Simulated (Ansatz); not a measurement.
# C2H7BO2: the cost of one run

Program: Ansatz 0.2.0. Level of theory: RKS PBE/def2-SVP. These are calculated values, not measurements.

### 1 The system as given

Bond lengths: O1–B2 1.397 Å, B2–C3 1.574 Å, C3–C4 1.617 Å, C4–O5 1.353 Å, O1–H6 1.008 Å, B2–H7 1.170 Å, C3–H8 1.087 Å, C3–H9 1.095 Å, C4–H10 1.154 Å, C4–H11 1.111 Å, O5–H12 0.997 Å. Angles (14 of 17 angles, heavy atoms first): O1–B2–C3 119.0°, B2–C3–C4 112.2°, C3–C4–O5 110.1°, O1–B2–H7 121.6°, C3–B2–H7 119.4°, B2–O1–H6 109.6°, B2–C3–H8 112.6°, B2–C3–H9 109.8°, C4–C3–H8 106.7°, C4–C3–H9 104.6°, C3–C4–H10 105.1°, C3–C4–H11 107.7°, O5–C4–H10 111.1°, O5–C4–H11 116.9°.

As a file:

```xyz
12

O    -2.1483    1.2777   -0.1744
B    -1.5025    0.0796    0.1411
C    -0.1624   -0.2834   -0.6006
C     1.0866   -0.4045    0.4186
O     2.2017   -0.7724   -0.2533
H    -1.8320    2.0060    0.4468
H    -1.9287   -0.6516    0.9495
H    -0.2230   -1.2284   -1.1352
H     0.1164    0.5267   -1.2823
H     0.7752   -1.2119    1.1816
H     1.1405    0.5399    1.0021
H     2.5533    0.0671   -0.6599
```

### 2 End point A

Contents of input.yaml:

```yaml
crystal:
  periodic: [false, false, false]
  atoms:
    - { symbol: O, position_ang: [-2.1483, 1.2777, -0.1744] }
    - { symbol: B, position_ang: [-1.5025, 0.0796, 0.1411] }
    - { symbol: C, position_ang: [-0.1624, -0.2834, -0.6006] }
    - { symbol: C, position_ang: [1.0866, -0.4045, 0.4186] }
    - { symbol: O, position_ang: [2.2017, -0.7724, -0.2533] }
    - { symbol: H, position_ang: [-1.832, 2.006, 0.4468] }
    - { symbol: H, position_ang: [-1.9287, -0.6516, 0.9495] }
    - { symbol: H, position_ang: [-0.223, -1.2284, -1.1352] }
    - { symbol: H, position_ang: [0.1164, 0.5267, -1.2823] }
    - { symbol: H, position_ang: [0.7752, -1.2119, 1.1816] }
    - { symbol: H, position_ang: [1.1405, 0.5399, 1.0021] }
    - { symbol: H, position_ang: [2.5533, 0.0671, -0.6599] }
basis:
  gaussian: { orbitals: def2-SVP }
hamiltonian:
  xc: pbe
relax:
  f_tol: 0.015
  max_steps: 40
```

Run with:

```sh
$ ansatz run input.yaml --threads 2 --pin off --max-ram 3072MiB --backend cpu --events-out ev --progress --plain --runs-dir out
```

Q: Estimate wall time and peak memory on 2 threads of Arm Neoverse V2, shared host.

About 38 s, with a peak of 0.13 GiB.
